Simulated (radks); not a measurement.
**Valence configurations of Zn⁺**

The task here is to estimate one member of a computed series from the others.

The numbers are computed with radks (a radial shooting solver on a logarithmic mesh, Libxc functionals) version 1 (scalar-relativistic Kohn-Sham, r2SCAN, spin-polarised, spherical densities, finite nucleus; open shells are filled with parallel spins first), except any that are marked as measured or tabulated.

## What is computed

```
element            : zinc (Z = 30)
charge             : +1
electrons          : 29
configuration      : [Ar] 3d10 4s1
nuclear rms radius : 3.9283 fm
others tried       : 3d9 4s2; 3d9 4s1 4p1; 3d9.5 4s1 4p0.5; 3d10 4s0.5 4p0.5; 3d8.5 4s1 4p1.5; 3d10 4p1; 3d8.5 4s2 4p0.5; 3d8.5 4p2.5; 3d7.5 4p3.5
```

Outer shells as boxes (Hund's rule):

Zn⁺
```
[Ar] core
3d [↑↓][↑↓][↑↓][↑↓][↑↓]
4s [↑ ]
```

The first run:

The run's settings:

```text
Z 30
configuration [Ar] 3d10 4s1
relativity scalar-relativistic
functional r2scan,r2scan
spin polarised
nucleus finite rms 3.9283 fm
c 137.035999084
```

Command:

```sh
> python run_ks.py task.json out
```

This one command runs every case of the session in turn.

Among the steps run: [Ar] 3d10 4s1.

One table of the session follows, with a row left open; its other results are not shown here.

It belongs to the step «[Ar] 3d10 4s1». From the orbitals of this run (lengths in bohr):

| level | <r> | outermost maximum (interpolated) | 90 % within | nodes |
| --- | --- | --- | --- | --- |
| 3s down | 0.6807 | 0.588 | 1.02 | 2 |
| 3s up | 0.6809 | 0.588 | 1.02 | 2 |
| 3p up | 0.7141 | 0.593 | 1.10 | 1 |
| 3p down | 0.7132 | 0.593 | 1.10 | 1 |
| 3d up | ? | ? | ? | ? |
| 3d down | 0.8831 | 0.569 | 1.54 | 0 |
| 4s up | 2.388 | 2.01 | 3.57 | 3 |
| 4s down | 2.414 | 1.99 | 3.66 | 3 |

Q: Estimate the row for 3d up from the others.

The run gave: <r>: 0.9011; outermost maximum (interpolated): 0.570; 90 % within: 1.58; nodes: 0. In the column «<r>» it lies between 3d down (0.8831) and 4s up (2.388).
